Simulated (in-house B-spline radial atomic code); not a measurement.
**Tc²⁰⁺: ionisation energy by several methods**

How far do functionals differ on the ionisation energy of Tc²⁰⁺? Each run solves Tc²⁰⁺ and then the next ion ([Ar] 3d4).

Program: in-house B-spline radial atomic code version 1. Level of theory: scalar-relativistic (X2C), several functionals, spin-polarised, exact exchange averaged over the configuration; spherical all-electron atom at the radial basis limit. These are calculated values, not measurements, unless marked.

## Step 1: The system

- element: technetium (Z = 43)
- charge: +20
- electrons: 23
- configuration: [Ar] 3d5
- nucleus: Fermi, rms radius 4.411 fm

Outer shells as boxes (Hund's rule):

[Ar] 3d5
```
[Ar] core
3d [↑ ][↑ ][↑ ][↑ ][↑ ]
```

Where spins are not typed, each open shell is filled with up spins first.

## Step 2: ωB97X, a range-separated hybrid

Settings of the run:

```ini
Z = 43
electrons = 23.0
configuration = [Ar] 3d5
hamiltonian = x2c
method = wb97x
spin_polarised = True
nucleus = fermi
rms_radius = 4.411169945885085
mass_number = 97
atomic_mass = 96.90636072
speed_of_light = 137.035999084
exact_exchange = averaged over the configuration
```

Launch:

```console
> python run_scf.py task.json out
```

The settings of every run stand in task.json; they run in order.

## Step 3: B3LYP, a global hybrid

Changes to the settings of step 2:

```diff
@@ -4,3 +4,3 @@
 hamiltonian = x2c
-method = wb97x
+method = b3lyp
 spin_polarised = True
```

## Step 4: r2SCAN0, a global hybrid

Changes to the settings of step 3:

```diff
@@ -4,3 +4,3 @@
 hamiltonian = x2c
-method = b3lyp
+method = r2scan0
 spin_polarised = True
```

**Question.** The tabulated ionisation energy is 904 ± 4 eV (tabulated theoretical; NIST Atomic Spectra Database). What does each method give, and which comes nearest?

**Answer**, as computed:

| method | rung | total energy (hartree) | ΔSCF (eV) | −ε highest (eV) | ΔSCF less tabulated (eV) |
| --- | --- | --- | --- | --- | --- |
| B3LYP | global hybrid | -4072.6551 | 907.64 | 883.46 (3d up) | +3.64 |
| r2SCAN0 | global hybrid | -4072.7173 | 909.75 | 887.54 (3d up) | +5.75 |
| ωB97X | range-separated hybrid | -4073.1013 | 907.30 | 885.58 (3d up) | +3.30 |

**Reading.** The tabulated ionisation energy is 904 ± 4 eV (tabulated theoretical; NIST Atomic Spectra Database). ωB97X comes nearest (+3.30 eV) and r2SCAN0 is farthest (+5.75 eV, 0.64 %). The table's own uncertainty exceeds the spread between the methods, so their order is not settled. Relativistic terms that these runs lack can be as large as the gaps between close methods, so the nearest may be so by luck. Spin-orbit coupling is left out. Open shells are averaged (over orientations, and over spins where the run is restricted), while tables refer to the lowest levels.
